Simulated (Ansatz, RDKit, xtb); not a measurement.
**C3H10ClPSi: ranking a sample of isomers**

Which of a sample of isomers of C3H10ClPSi is the most stable in the gas at 298.15 K, and what are its properties? The sample is small against all isomers, and the most stable one of this formula need not be in it.

The funnel: GFN2-xTB relaxations, single points with a density functional, relaxations at PBE-D3(BJ)/def2-SVP, harmonic vibrations (at GFN2-xTB), and a last energy at a higher level. All values are calculated.

## (1) Drawing up candidates

Isomers were taken from a list of plausible structures; this is a sample, not all of them. That gives 5 candidates.

| label | SMILES | spin |
| --- | --- | --- |
| c426 | C[C@@H](Cl)[Si@H](C)P | singlet |
| c496 | C[Si@H](P)CCCl | singlet |
| c525 | CCC[Si@H](P)Cl | singlet |
| c720 | C[C@H](Cl)C[SiH2]P | singlet |
| c837 | CC[Si@H](P)CCl | singlet |

Candidates are built by distance geometry, with a force field where one applies, in up to four conformers (letters a to d).

**Question.** With final energies at CCSD(T)/def2-SVP + MP2/def2-TZVPP - MP2/def2-SVP, which structure will this search put lowest in free energy, and by what margin?

| quantity | value |
| --- | --- |
| lowest structure found | CCC[Si@H](P)Cl, singlet |
| next finalist | C[C@H](Cl)C[SiH2]P, singlet, 33.4 kcal/mol higher in G |
| share at equilibrium, among the finalists | 100.0 % |

The search ends on `CCC[Si@H](P)Cl`. Among the finalists first place is clear (33.4 kcal/mol); structures outside the list aren't covered. GFN2-xTB, HF/STO-3G, r2SCAN-D4/def2-SVP, PBE-D3(BJ)/def2-SVP, HF/def2-SVP and MP2/def2-SVP already put its bonding pattern lowest among the structures in one piece. 4 minima inside the window were never screened. The search is not exhaustive (a finite list of starts, one conformer a finalist), so a lower isomer can't be ruled out. Only 5 drawn patterns were tried, so whole families of isomers are missing, and the result ranks this sample alone. The lowest isomer need not be the one that is made and kept in a bottle, which depends on barriers.
